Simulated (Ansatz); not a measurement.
# HoAuF4: the cost of one run

Method: DFT PBE, scalar-relativistic, plane waves, PAW; 4f electrons in the core of a trivalent norm-conserving potential, unless a step names another level, in Ansatz 0.2.0.

2 further runs of the same task are left out: 2 that didn't finish. Runs told in other sessions of the task aren't counted.

**1. The system as given**

The structure is triclinic, space group P-1 (No. 2). The conventional cell has a = 4.328 Å, b = 4.328 Å, c = 8.226 Å, α = 83.11°, β = 83.85°, γ = 89.81°. Ho (site symmetry -1) is surrounded by 6 F at 2.16 Å. Around Au (site symmetry -1) lie 2 F at 2.01 Å. F (site symmetry -1) has 2 Ho at 2.16 Å in its first shell of neighbours. F (site symmetry 1) has 1 Au at 2.01 Å and 1 Ho at 2.16 Å in its first shell of neighbours.

As a file:

```cif
data_structure
_symmetry_space_group_name_H-M 'P-1'
_symmetry_Int_Tables_number 2
_cell_length_a 4.3278
_cell_length_b 4.3280
_cell_length_c 8.2262
_cell_angle_alpha 83.115
_cell_angle_beta 83.850
_cell_angle_gamma 89.808
_cell_volume 152.08
loop_
_atom_site_label
_atom_site_type_symbol
_atom_site_symmetry_multiplicity
_atom_site_Wyckoff_symbol
_atom_site_fract_x
_atom_site_fract_y
_atom_site_fract_z
_atom_site_occupancy
Ho1 Ho 1 d 0.50000 0.00000 0.00000 1
Au1 Au 1 f 0.50000 0.00000 0.50000 1
F1 F 1 a 0.00000 0.00000 0.00000 1
F2 F 1 e 0.50000 0.50000 0.00000 1
F3 F 2 i 0.44336 0.93662 0.26628 1
```

It came out lowest among 21 distinct ends of the trial cells. At a tolerance of 0.02 Å it has space group P-1 (No. 2).

**2. Relaxing to 0.001 eV/Å, on the response runs' mesh and smearing**

The input, input.yaml:

```yaml
crystal:
  lattice:
    - [4.3194514665, 0.0065108278, 0.2685941548]
    - [-0.0109447097, 4.3171932772, 0.3048866911]
    - [-1.3756645903, -1.5542643185, 7.9600854357]
  atoms:
    - { symbol: Ho, position: [0.5, 0.0, 0.0] }
    - { symbol: Au, position: [0.5, 0.0, 0.5] }
    - { symbol: F, position: [0.0, 0.0, 0.0] }
    - { symbol: F, position: [0.5, 0.5, 0.0] }
    - { symbol: F, position: [0.5566443214, 0.0633793177, 0.2662810475] }
    - { symbol: F, position: [0.4433556786, 0.9366206823, 0.7337189525] }
basis:
  ecutwfc: 690
kpoints:
  mp_grid: { grid: [6, 6, 4] }
hamiltonian:
  xc: pbe
  pseudopotentials:
    kind: paw
    azcp: { Ho: "pseudopotentials/pbe/nc/lanthanide_3plus/Ho.nc.azcp" }
scf:
  occupations: { method: fixed }
output:
  forces: true
  stress: true
  eigenvalues: true
  write_density: true
  write_potential: true
  elf: true
  volumetric_format: npy
relax:
  adjacent_minimum: "off"
  f_tol: 0.001
  max_steps: 60
  cell: { stress_tol: 0.01 }
```

Launch:

```sh
$ ansatz run input.yaml --threads 3 --pin off --max-ram 8448MiB --backend cpu --events-out ev --progress --plain --runs-dir out
```

What time and memory should one allow on 3 threads of Intel Xeon 6975P-C (Granite Rapids), shared host?

About 2.1 min, with a peak of 1 GiB.
